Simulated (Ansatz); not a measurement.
**CH5F2NSi: one species, many methods**

An exercise on one series of results from a longer session: the logs are not shown, and one member is left open.

Method: functionals in def2-TZVPP, the program's frozen cores in correlated methods; program: Ansatz 0.2.0, Gaussian basis.

Levels to be run: PBE-D4, r2SCAN-D4, PBE0-D4, B3LYP-D4, ωB97X-V, ωB97M-V, B2PLYP; CCSD(T)/def2-TZVPP; MP2/def2-QZVPP; extrapolation to the limit.

## The relaxed structure

All runs share one geometry, relaxed beforehand with PBE0-D4 in a triple-zeta def2 set.

SMILES `FCN[SiH2]F`, 10 atoms, charge 0, spin multiplicity 1.

Atoms are counted from 1 here; the program's logs count them from 0.

Bond lengths: F1–C2 1.393 Å, C2–N3 1.410 Å, C2–H6 1.093 Å, C2–H7 1.093 Å, N3–Si4 1.710 Å, N3–H8 1.009 Å, Si4–F5 1.598 Å, Si4–H9 1.478 Å, Si4–H10 1.479 Å. Angles: F1–C2–N3 112.4°, F1–C2–H6 106.2°, F1–C2–H7 106.8°, N3–C2–H6 111.3°, N3–C2–H7 109.9°, H6–C2–H7 110.1°, C2–N3–Si4 124.8°, C2–N3–H8 113.9°, Si4–N3–H8 119.0°, N3–Si4–F5 114.5°, N3–Si4–H9 107.8°, N3–Si4–H10 107.1°, F5–Si4–H9 106.2°, F5–Si4–H10 106.8°, H9–Si4–H10 114.7°.

The first run:

in.yaml reads:

```yaml
crystal:
  periodic: [false, false, false]
  atoms:
    - {symbol: F, position_ang: [-0.733809, -1.915306, 0.813416]}
    - {symbol: C, position_ang: [0.399023, -1.110760, 0.720612]}
    - {symbol: N, position_ang: [0.382954, -0.288524, -0.425159]}
    - {symbol: Si, position_ang: [-0.364707, 1.246793, -0.514628]}
    - {symbol: F, position_ang: [-1.940624, 1.201464, -0.775777]}
    - {symbol: H, position_ang: [1.255175, -1.789601, 0.709204]}
    - {symbol: H, position_ang: [0.421690, -0.493355, 1.622377]}
    - {symbol: H, position_ang: [0.606198, -0.774481, -1.280717]}
    - {symbol: H, position_ang: [0.223903, 1.969511, -1.662185]}
    - {symbol: H, position_ang: [-0.166702, 1.903058, 0.795958]}
basis:
  gaussian: {orbitals: def2-TZVPP}
hamiltonian: {xc: pbe, dispersion: d4}
output: {forces: true, orbitals: {seedname: orbitals}}
```

Run with:

```console
$ ansatz run in.yaml --threads 4 --pin off --events-out ev --progress --plain --max-ram 10444MiB
```

Steps of the session up to this table: PBE-D4 (GGA); r2SCAN-D4 (meta-GGA); PBE0-D4 (hybrid); B3LYP-D4 (hybrid); ωB97X-V (range-separated); ωB97M-V (range-separated); B2PLYP (double hybrid); CCSD(T) in def2-TZVPP; MP2 in def2-QZVPP.

One of the session's tables, all rows but one given; the rest of the session is left out.

```
            method  atomisation energy (kJ/mol)
            PBE-D4                       3750.7
         r2SCAN-D4                       3680.9
           PBE0-D4                       3668.4
          B3LYP-D4                       3688.3
           ωB97X-V                       3708.5
           ωB97M-V                       3702.6
            B2PLYP                       3654.0
     HF/def2-TZVPP                       2644.3
    MP2/def2-TZVPP                       3663.3
   CCSD/def2-TZVPP                            ?
CCSD(T)/def2-TZVPP                       3587.1
           MP2/CBS                       3773.3
       CCSD(T)/CBS                       3697.1
```

Estimate the missing values for CCSD/def2-TZVPP.

As computed: atomisation energy (kJ/mol): 3534.4. In the column «atomisation energy (kJ/mol)» it lies between HF/def2-TZVPP (2644.3) and CCSD(T)/def2-TZVPP (3587.1).
